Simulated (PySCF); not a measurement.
**BTe+: bond curves at several levels of theory**

Aim: find the lowest electronic state of BTe+, scan its bond at several levels of theory, and get bond length, wavenumber and dissociation energy from each curve.

The runs use PySCF 2.14.0; B def2-SVPD, Te def2-SVPD with ECP28, scalar-relativistic core potentials.

## 1. Set-up

Settings of the job:

```yaml
atoms: B, Te
charge: 1
basis: B def2-SVPD, Te def2-SVPD with ECP28
Hamiltonian: scalar-relativistic core potentials
basis_functions: 55
electrons_treated: 28
masses_in_u: 11.0093, 129.9062
levels: PBE0, PBE, r²SCAN, BHandHLYP, r²SCAN0, LDA, LC-ωPBE, HF, MP2, SCS-MP2, CCSD, CCSD(T)
grid: 80 radial by 434 angular points
occupations: held fixed by the projection of orbital angular momentum
dissociation_limit: B+ + Te, each in its ground configuration
starting_distance_in_angstrom: 2.235
values_of_2S_to_try: 0, 2
```

Started as:

```
> OMP_NUM_THREADS=1 python dia.py task.json out
```

Further steps of the session: First curve: PBE0; Other states along the same grid; PBE; r²SCAN; BHandHLYP (global hybrid GGA); r²SCAN0; LDA (local density); LC-ωPBE (range-separated hybrid); UHF (mean field); Correlated methods on the Hartree–Fock reference.

Before running it: what results should come out? Wanted: for each run, Re; ωe; De; μ.

The runs gave:

Lowest PBE0 solution found, without spin–orbit coupling: ³Π (triplet), unpaired electrons σ ↑, π ↑. State 2 has its PBE0 minimum 0.11 eV higher, as a spin-mixed determinant (⟨S²⟩ = 1.04), so this is no gap between pure states. State 3 has its PBE0 minimum 0.75 eV higher. State 4 has its PBE0 minimum 0.75 eV higher. The other levels ran on the lowest alone.

| level | Re (Å) | ωe (cm⁻¹) | De (eV) | μ (D) |
| --- | --- | --- | --- | --- |
| UHF | 2.066 | 651 | 1.90 | -3.40 |
| UHF-MP2 | 2.052 | 735 | 2.56 | n/a |
| UHF-SCS-MP2 | 2.066 | 702 | 2.32 | n/a |
| UHF-CCSD | 2.077 | 649 | 2.12 | n/a |
| UHF-CCSD(T) | 2.083 | 652 | 2.32 | n/a |
| LDA | 2.054 | 692 | 3.92 | -2.21 |
| PBE | 2.074 | 666 | 3.53 | -2.24 |
| r²SCAN | 2.061 | 691 | 3.46 | -2.50 |
| PBE0 | 2.056 | 689 | 3.20 | -2.46 |
| r²SCAN0 | 2.051 | 699 | 3.17 | -2.65 |
| BHandHLYP | 2.059 | 674 | 2.73 | -2.75 |
| LC-ωPBE | 2.029 | 719 | 2.89 | -2.60 |

De is counted to B+ + Te in their ground configurations. A positive dipole points from B to Te; in an ion it is taken about the centre of mass and does not tell which atom is negative.

Differences from CCSD(T) in the same basis:

| level | Re (mÅ) | ωe (%) |
| --- | --- | --- |
| UHF | -17 | -0.1 |
| UHF-MP2 | -31 | +12.8 |
| UHF-SCS-MP2 | -17 | +7.7 |
| UHF-CCSD | -7 | -0.5 |
| LDA | -30 | +6.2 |
| PBE | -9 | +2.2 |
| r²SCAN | -22 | +5.9 |
| PBE0 | -27 | +5.7 |
| r²SCAN0 | -32 | +7.3 |
| BHandHLYP | -24 | +3.4 |
| LC-ωPBE | -54 | +10.3 |

Against CCSD(T) in the same basis, the bond length is nearest at UHF-CCSD (-7 mÅ) and farthest at LC-ωPBE (-54 mÅ); the wavenumber is nearest at UHF (-0.1 %) and farthest at UHF-MP2 (+12.8 %). CCSD(T) in a basis this small is itself some way from its limit, more so than the functionals. Of the levels with a De here, UHF gives the least (1.90 eV) and LDA the most (3.92 eV).

Correlated steps freeze 5 core orbitals. These are scalar-relativistic numbers at best; spin–orbit coupling would shift them, the dissociation energy most. At some levels the lowest empty orbital lies below the highest filled one (the two can be of opposite spin). With spin–orbit coupling the term label itself may not hold.
